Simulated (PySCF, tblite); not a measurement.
# C2H8F2SSi2: geometry, infrared bands and NMR shifts

What infrared bands and NMR shifts should C2H8F2SSi2 (`CSC([SiH2]F)[SiH2]F`) show?

Computed with tblite 0.8.0 and PySCF 2.14.0, with density-fitted response routines of our own, on a single molecule in the gas phase. Atoms count from 0, in the outputs and in this text.

**1. The starting structure**

15 atoms, charge 0, multiplicity 1; geometry from: force field or distance geometry start.

Bonds of the start (Å): C0–S1 1.82, S1–C2 1.81, C2–Si3 1.84, Si3–F4 1.61, C2–Si5 1.86, Si5–F6 1.60, C0–H7 1.09, C0–H8 1.09, C0–H9 1.09, C2–H10 1.09, Si3–H11 1.50, Si3–H12 1.47, Si5–H13 1.49, Si5–H14 1.49.

**2. Geometry optimisation with GFN2-xTB**

Job settings and geometry (Å):

```
{"job": {"kind": "relax", "xc": "GFN2-xTB", "basis": "xTB"}, "charge": 0, "multiplicity": 1}
C      2.442800    -0.638700     0.259200
S      1.074800     0.135500     1.183800
C     -0.122400     0.382900    -0.155700
Si    -1.139300    -1.118100    -0.490700
F     -0.150800    -2.278400    -1.005900
Si    -1.391400     1.638800     0.375200
F     -2.352200     1.967700    -0.866200
H      2.744700     0.012600    -0.564900
H      2.148000    -1.620900    -0.118100
H      3.287000    -0.769000     0.930500
H      0.390500     0.737400    -1.053300
H     -1.827700    -1.641600     0.735500
H     -2.158200    -0.910200    -1.535400
H     -0.725200     2.915400     0.760300
H     -2.225200     1.194700     1.523600
```

On the command line:

```
OMP_NUM_THREADS=1 python probes_run.py task.json out
```

The driver reads the jobs from task.json and runs them one after another.

**Question.** This job is followed by: GFN2-xTB harmonic vibrations, gas phase; GIAO PBE0/pcSseg-1 NMR shielding, non-relativistic, gas phase. What will the session give for the following? strongest single infrared mode (GFN2-xTB); zero-point energy (GFN2-xTB); ¹³C shifts against TMS (PBE0/pcSseg-1); ¹H shifts against TMS (PBE0/pcSseg-1, means over atoms taken as alike); ³³S shifts against CS2 (PBE0/pcSseg-1); ²⁹Si shifts against TMS (PBE0/pcSseg-1, means over atoms taken as alike); ¹⁹F shifts against CFCl3 (PBE0/pcSseg-1, means over atoms taken as alike).

**Answer**, as computed:

| quantity | value |
| --- | --- |
| strongest single infrared mode (GFN2-xTB) | 2371 cm⁻¹, 311 km/mol |
| zero-point energy (GFN2-xTB) | 58.4 kcal/mol |
| ¹³C shifts against TMS (PBE0/pcSseg-1) | 25.2, 23.5 ppm |
| ¹H shifts against TMS (PBE0/pcSseg-1, means over atoms taken as alike) | 5.21, 5.21, 2.36, 1.58 ppm |
| ³³S shifts against CS2 (PBE0/pcSseg-1) | -84 ppm |
| ²⁹Si shifts against TMS (PBE0/pcSseg-1, means over atoms taken as alike) | 3.1 ppm |
| ¹⁹F shifts against CFCl3 (PBE0/pcSseg-1, means over atoms taken as alike) | -217.8 ppm |

**Reading.** The optimisation took 82 steps and gained 0.256 eV; among the close pairs (by a distance rule), C2–Si3 changed most, from 1.844 to 1.902 Å. All 39 modes are real, so the xTB geometry is a minimum. The strongest single mode, at 2371 cm⁻¹, moves mainly H14. GFN2-xTB is a fitted tight-binding method: band positions and strengths are rough. Its intensities can rank the bands wrongly. At PBE0/pcSseg-1: Shielding is most anisotropic at S1 (span 361 ppm, paramagnetic term -470 ppm).
